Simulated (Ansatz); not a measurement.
# Cl3FH2Ti: the cost of one run

All numbers below are computed with Ansatz 0.2.0 (RKS PBE0-D4/def2-SVP).

## (1) The system as given

Bond lengths: Ti1–F2 2.180 Å, Ti1–Cl3 2.370 Å, Ti1–Cl4 2.368 Å, Ti1–Cl5 2.368 Å, Ti1–H6 2.000 Å, Ti1–H7 2.139 Å. Angles (14 of 15 angles, heavy atoms first): F2–Ti1–Cl3 109.4°, F2–Ti1–Cl4 109.5°, F2–Ti1–Cl5 109.5°, Cl3–Ti1–Cl4 109.5°, Cl3–Ti1–Cl5 109.5°, Cl4–Ti1–Cl5 109.5°, F2–Ti1–H6 71.6°, F2–Ti1–H7 40.9°, Cl3–Ti1–H6 178.9°, Cl3–Ti1–H7 150.3°, Cl4–Ti1–H6 70.0°, Cl4–Ti1–H7 86.8°, Cl5–Ti1–H6 70.0°, Cl5–Ti1–H7 86.8°.

Structure file:

```xyz
7

Ti    0.0000    0.0000    0.0000
F     0.0000    0.0000    2.1800
Cl    2.2349    0.0000   -0.7892
Cl   -1.1163    1.9339   -0.7892
Cl   -1.1163   -1.9339   -0.7892
H    -1.8980    0.0000    0.6306
H    -1.3995    0.0000    1.6182
```

## (2) A restrained relaxation towards end A

Springs on the bonds that form and break draw the guess towards this end; the thresholds are loose.

input.yaml

```yaml
crystal:
  periodic: [false, false, false]
  atoms:
    - { symbol: Ti, position_ang: [0.0, 0.0, 0.0] }
    - { symbol: F, position_ang: [0.0, 0.0, 2.18] }
    - { symbol: Cl, position_ang: [2.2349, 0.0, -0.7892] }
    - { symbol: Cl, position_ang: [-1.1163, 1.9339, -0.7892] }
    - { symbol: Cl, position_ang: [-1.1163, -1.9339, -0.7892] }
    - { symbol: H, position_ang: [-1.898, 0.0, 0.6306] }
    - { symbol: H, position_ang: [-1.3995, 0.0, 1.6182] }
basis:
  gaussian: { orbitals: def2-SVP }
hamiltonian:
  xc: pbe0
  dispersion: d4
relax:
  f_tol: 0.15
  max_steps: 25
  restrain:
    - { distance: [0, 5], at: 2.9, k: 30.0 }
    - { distance: [6, 1], at: 2.12, k: 30.0 }
    - { distance: [0, 1], at: 1.83, k: 30.0 }
    - { distance: [6, 5], at: 0.66, k: 30.0 }
```

Launch:

```bash
ansatz run input.yaml --threads 4 --pin off --max-ram 5120MiB --backend cpu --events-out ev --progress --plain --runs-dir out
```

**Question.** How long does this run take on 4 threads of Arm Neoverse V1, shared host, and how much memory does it need?

About 22 s, with a peak of 0.29 GiB.
